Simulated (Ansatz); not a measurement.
# Zn16S15 (Wurtzite-2H): the cost of one run

Computed with Ansatz 0.2.0 (DFT, PBE, plane-wave PAW, default files, scalar-relativistic, as far as a step names no other, unless a step's input says otherwise).

## (1) Starting point

Symmetry: P3m1, No. 156, trigonal system. Conventional cell: a = 7.622 Å, b = 7.622 Å, c = 12.468 Å, α = 90.00°, β = 90.00°, γ = 120.00°. Zn (site symmetry 3m) is surrounded by 3 S at 2.31 Å. Zn (site symmetry 3m) is surrounded by 4 S at 2.31 to 2.40 Å. Around Zn (site symmetry m) lie 4 S at 2.31 to 2.40 Å. Zn (site symmetry m) is surrounded by 3 S at 2.31 to 2.40 Å. Only part of the 15 independent sites is listed.

Structure file:

```cif
data_structure
_symmetry_space_group_name_H-M 'P3m1'
_symmetry_Int_Tables_number 156
_cell_length_a 7.6220
_cell_length_b 7.6220
_cell_length_c 12.4680
_cell_angle_alpha 90.000
_cell_angle_beta 90.000
_cell_angle_gamma 120.000
_cell_volume 627.29
loop_
_atom_site_label
_atom_site_type_symbol
_atom_site_symmetry_multiplicity
_atom_site_Wyckoff_symbol
_atom_site_fract_x
_atom_site_fract_y
_atom_site_fract_z
_atom_site_occupancy
Zn1 Zn 1 a 0.00000 0.00000 0.00000 1
Zn2 Zn 1 a 0.00000 0.00000 0.50000 1
Zn3 Zn 3 d 0.00000 0.50000 0.00000 1
Zn4 Zn 3 d 0.00000 0.50000 0.50000 1
Zn5 Zn 3 d 0.16667 0.83333 0.25000 1
Zn6 Zn 3 d 0.16667 0.83333 0.75000 1
Zn7 Zn 1 c 0.66667 0.33333 0.25000 1
Zn8 Zn 1 c 0.66667 0.33333 0.75000 1
S1 S 1 a 0.00000 0.00000 0.69250 1
S2 S 3 d 0.00000 0.50000 0.19250 1
S3 S 3 d 0.00000 0.50000 0.69250 1
S4 S 3 d 0.16667 0.83333 0.44250 1
S5 S 3 d 0.16667 0.83333 0.94250 1
S6 S 1 c 0.66667 0.33333 0.44250 1
S7 S 1 c 0.66667 0.33333 0.94250 1
```

The vacant site is at (0.167, 0.333, 0.193) in fractional coordinates of the input's cell.

## (2) First run, atoms as given

File input.yaml:

```yaml
crystal:
  lattice:
    - [7.622, 0.0, 0.0]
    - [-3.811, 6.6008456276, 0.0]
    - [0.0, 0.0, 12.468]
  atoms:
    - { symbol: Zn, position: [0.1666666666, 0.3333333334, 0.0] }
    - { symbol: Zn, position: [0.1666666666, 0.3333333334, 0.5] }
    - { symbol: Zn, position: [0.1666666666, 0.8333333334, 0.0] }
    - { symbol: Zn, position: [0.1666666666, 0.8333333334, 0.5] }
    - { symbol: Zn, position: [0.6666666666, 0.3333333334, 0.0] }
    - { symbol: Zn, position: [0.6666666666, 0.3333333334, 0.5] }
    - { symbol: Zn, position: [0.6666666666, 0.8333333334, 0.0] }
    - { symbol: Zn, position: [0.6666666666, 0.8333333334, 0.5] }
    - { symbol: Zn, position: [0.3333333334, 0.1666666666, 0.25] }
    - { symbol: Zn, position: [0.3333333334, 0.1666666666, 0.75] }
    - { symbol: Zn, position: [0.3333333334, 0.6666666666, 0.25] }
    - { symbol: Zn, position: [0.3333333334, 0.6666666666, 0.75] }
    - { symbol: Zn, position: [0.8333333334, 0.1666666666, 0.25] }
    - { symbol: Zn, position: [0.8333333334, 0.1666666666, 0.75] }
    - { symbol: Zn, position: [0.8333333334, 0.6666666666, 0.25] }
    - { symbol: Zn, position: [0.8333333334, 0.6666666666, 0.75] }
    - { symbol: S, position: [0.1666666666, 0.3333333334, 0.6925] }
    - { symbol: S, position: [0.1666666666, 0.8333333334, 0.1925] }
    - { symbol: S, position: [0.1666666666, 0.8333333334, 0.6925] }
    - { symbol: S, position: [0.6666666666, 0.3333333334, 0.1925] }
    - { symbol: S, position: [0.6666666666, 0.3333333334, 0.6925] }
    - { symbol: S, position: [0.6666666666, 0.8333333334, 0.1925] }
    - { symbol: S, position: [0.6666666666, 0.8333333334, 0.6925] }
    - { symbol: S, position: [0.3333333334, 0.1666666666, 0.4425] }
    - { symbol: S, position: [0.3333333334, 0.1666666666, 0.9425] }
    - { symbol: S, position: [0.3333333334, 0.6666666666, 0.4425] }
    - { symbol: S, position: [0.3333333334, 0.6666666666, 0.9425] }
    - { symbol: S, position: [0.8333333334, 0.1666666666, 0.4425] }
    - { symbol: S, position: [0.8333333334, 0.1666666666, 0.9425] }
    - { symbol: S, position: [0.8333333334, 0.6666666666, 0.4425] }
    - { symbol: S, position: [0.8333333334, 0.6666666666, 0.9425] }
total_charge: 2
kpoints:
  mp_grid: { grid: [3, 3, 2] }
scf:
  occupations: { method: fermi_dirac, width: 0.01 }
hamiltonian:
  xc: pbe
  pseudopotentials: { kind: paw }
output:
  forces: true
  stress: true
  populations: true
  efg:
    quadrupole_moments_barn: { Zn: 0.122, S: -0.0694 }
    contact_densities: true
  write_density: true
  write_potential: true
  elf: true
  volumetric_format: npy
```

The run is started by

```
$ ansatz run input.yaml --threads 1 --pin off --max-ram 3072MiB --backend cpu --events-out ev --progress --plain --runs-dir out
```

Q: Estimate wall time and peak memory on 1 thread of Arm Neoverse V1, shared host.

About 3.2 min, with a peak of 1.2 GiB.
